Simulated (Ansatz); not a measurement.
# CH7ClN2Si: the cost of one run

Method: UKS B3LYP-D4/STO-3G, in Ansatz 0.2.0.

## (1) The structure to begin with

Bond lengths: Si1–N2 2.121 Å, Si1–N3 1.656 Å, N3–C4 1.439 Å, Si1–H6 1.454 Å, Si1–Cl7 2.028 Å, N2–H8 1.009 Å, N2–H9 1.008 Å, C4–H10 1.096 Å, C4–H11 1.092 Å, C4–H12 1.094 Å. Angles (14 of 16 angles, heavy atoms first): N2–Si1–N3 77.2°, N2–Si1–Cl7 107.7°, N3–Si1–Cl7 121.1°, Si1–N3–C4 137.9°, Si1–N2–H8 117.8°, Si1–N2–H9 117.4°, N2–Si1–H6 107.2°, N3–Si1–H6 129.8°, H6–Si1–Cl7 105.4°, N3–C4–H10 110.5°, N3–C4–H11 112.4°, N3–C4–H12 109.7°, H8–N2–H9 109.6°, H10–C4–H11 108.1°.

As a file:

```xyz
12

Si   -0.4676    0.5463    0.9619
N     1.4625   -0.2988    1.2021
N    -0.1689   -0.1150   -0.5264
C    -0.8720   -0.3165   -1.7660
H     1.0185   -0.5248   -0.0467
H    -1.2933    0.0519    2.0518
Cl   -0.3078    2.5440    1.2720
H     2.2363    0.3313    1.3481
H     1.5493   -1.0907    1.8199
H    -1.0716   -1.3821   -1.9243
H    -1.8259    0.2145   -1.7935
H    -0.2597    0.0399   -2.5990
```

## (2) Run 1

150 steps of 0.5 fs at constant energy, with velocities drawn for 100 K.

Input file input.yaml:

```yaml
crystal:
  periodic: [false, false, false]
  atoms:
    - { symbol: Si, position_ang: [-0.4676, 0.5463, 0.9619] }
    - { symbol: "N", position_ang: [1.4625, -0.2988, 1.2021] }
    - { symbol: "N", position_ang: [-0.1689, -0.115, -0.5264] }
    - { symbol: C, position_ang: [-0.872, -0.3165, -1.766] }
    - { symbol: H, position_ang: [1.0185, -0.5248, -0.0467] }
    - { symbol: H, position_ang: [-1.2933, 0.0519, 2.0518] }
    - { symbol: Cl, position_ang: [-0.3078, 2.544, 1.272] }
    - { symbol: H, position_ang: [2.2363, 0.3313, 1.3481] }
    - { symbol: H, position_ang: [1.5493, -1.0907, 1.8199] }
    - { symbol: H, position_ang: [-1.0716, -1.3821, -1.9243] }
    - { symbol: H, position_ang: [-1.8259, 0.2145, -1.7935] }
    - { symbol: H, position_ang: [-0.2597, 0.0399, -2.599] }
magnetization:
  spin_polarized: true
basis:
  gaussian: { orbitals: STO-3G }
hamiltonian:
  xc: b3lyp
  dispersion: d4
md:
  timestep: 0.5
  n_steps: 150
  ensemble: nve
  temperature: 100.0
  initial_velocities: maxwell_boltzmann
  seed: 919379
```

The run is started by

```
ansatz run input.yaml --threads 1 --pin off --max-ram 2048MiB --backend cpu --events-out ev --progress --plain --runs-dir out
```

**Question.** How long does this run take on 1 thread of Intel Xeon Platinum 8259CL at 2.50GHz (Skylake/Cascade Lake), shared host, and how much memory does it need?

About 14 min, with a peak of 0.17 GiB.
